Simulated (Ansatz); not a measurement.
# AlCl2H2N + H2O: a complex and its separated parts

The complex below is one end of an elementary step. How strongly is it bound against its free parts?

Program: Ansatz 0.2.0, Gaussian basis. Level of theory: PBE0-D4/def2-TZVP structures, single points in def2-TZVPP, no counterpoise correction. These are calculated values, not measurements.

Levels: SPW92, PBE-D4, BLYP-D4, r2SCAN-D4, B97M-V, PBE0-D4, B3LYP-D4, r2SCAN0-D4, BHLYP-D4, CAM-B3LYP-D4, wB97X-V, wB97M-V, B2PLYP, PBE-QIDH, RPA on PBE, Hartree-Fock, MP2, CCSD, CCSD(T).

Cores are frozen in the correlated methods. B3LYP uses VWN-RPA correlation. B2PLYP carries no dispersion term here.

94 further runs of the same task are left out: 94 set aside as unsound or not needed.

**1. The system as given**

The complex: 9 atoms, charge 0, spin multiplicity 1.

Atoms are counted from 1 here; the program's logs count them from 0.

Bond lengths: Al1–O2 1.962 Å, Al1–Cl3 2.125 Å, Al1–Cl4 2.104 Å, Al1–N6 1.794 Å, O2–H5 0.972 Å, O2–H7 0.965 Å, N6–H8 1.009 Å, N6–H9 1.009 Å. Angles: O2–Al1–Cl3 98.2°, O2–Al1–Cl4 104.4°, O2–Al1–N6 93.8°, Cl3–Al1–Cl4 117.5°, Cl3–Al1–N6 116.8°, Cl4–Al1–N6 118.8°, Al1–O2–H5 99.0°, Al1–O2–H7 114.8°, H5–O2–H7 109.0°, Al1–N6–H8 120.5°, Al1–N6–H9 120.2°, H8–N6–H9 108.6°.

Geometry (Å):

```tsv
atom	x (Å)	y (Å)	z (Å)
Al1	-0.2264	-0.6717	0.2329
O2	-1.1660	1.0073	-0.1497
Cl3	-0.8468	-1.7627	-1.4813
Cl4	-0.9828	-1.2831	2.0990
H5	-0.3989	1.5691	-0.3517
N6	1.3989	0.0844	0.1651
H7	-1.7469	0.9800	-0.9199
H8	1.9456	0.2007	1.0053
H9	2.0235	-0.1241	-0.5997
```

Its parts: AlCl2H2N holds atoms 1, 3, 4, 6, 8, 9; H2O holds atoms 2, 5, 7. Each part counts its atoms afresh in its own runs.

**2. Relaxing AlCl2H2N alone**

The input, relax-a/in.yaml:

```yaml
crystal:
  periodic: [false, false, false]
  atoms:
    - {symbol: Al, position_ang: [-0.226447, -0.671664, 0.232856]}
    - {symbol: Cl, position_ang: [-0.846801, -1.762697, -1.481350]}
    - {symbol: Cl, position_ang: [-0.982826, -1.283132, 2.098977]}
    - {symbol: N, position_ang: [1.398917, 0.084379, 0.165098]}
    - {symbol: H, position_ang: [1.945574, 0.200656, 1.005329]}
    - {symbol: H, position_ang: [2.023536, -0.124113, -0.599711]}
basis:
  gaussian: {orbitals: def2-TZVP}
hamiltonian: {xc: pbe0, dispersion: d4}
relax: {f_tol: 0.005, max_steps: 200}
```

On the command line:

```
ansatz run in.yaml --threads 4 --pin off --events-out ev --progress --plain --max-ram 9574MiB
```

After this run come: Relaxing H2O alone; SPW92/def2-TZVPP; PBE-D4/def2-TZVPP; BLYP-D4/def2-TZVPP; r2SCAN-D4/def2-TZVPP; B97M-V/def2-TZVPP; PBE0-D4/def2-TZVPP; B3LYP-D4/def2-TZVPP; r2SCAN0-D4/def2-TZVPP; BHLYP-D4/def2-TZVPP; CAM-B3LYP-D4/def2-TZVPP; wB97X-V/def2-TZVPP; wB97M-V/def2-TZVPP; B2PLYP/def2-TZVPP; PBE-QIDH/def2-TZVPP; RPA on PBE/def2-TZVPP; CCSD(T)/def2-TZVPP; Vibrations of AlCl2H2N; Vibrations of H2O.

What does the calculation give? Wanted: complex less parts, CCSD(T)/def2-TZVPP; with zero-point energy; largest T1 diagnostic.

The runs gave:

| quantity | value |
| --- | --- |
| complex less parts, CCSD(T)/def2-TZVPP | -96.8 kJ/mol |
| with zero-point energy | -86.2 kJ/mol |
| largest T1 diagnostic | 0.009 |

At CCSD(T) the complex lies 96.8 kJ/mol below its parts. The functionals run from PBE-D4, off by +0.5 kJ/mol, to SPW92, off by -27.5 kJ/mol, against CCSD(T). Mean unsigned error by rung: LDA 27.5, GGA 4.2, meta-GGA 4.5, hybrid 5.0, range-separated hybrid 4.4, double hybrid 5.4 kJ/mol. PBE-D4 gives a relative energy 0.5 kJ/mol too high, inside chemical accuracy (1 kcal/mol, 4.2 kJ/mol). No counterpoise was applied, and triple zeta lacks some correlation, so the CCSD(T) reference has a basis error of its own, and close matches with it are partly luck.
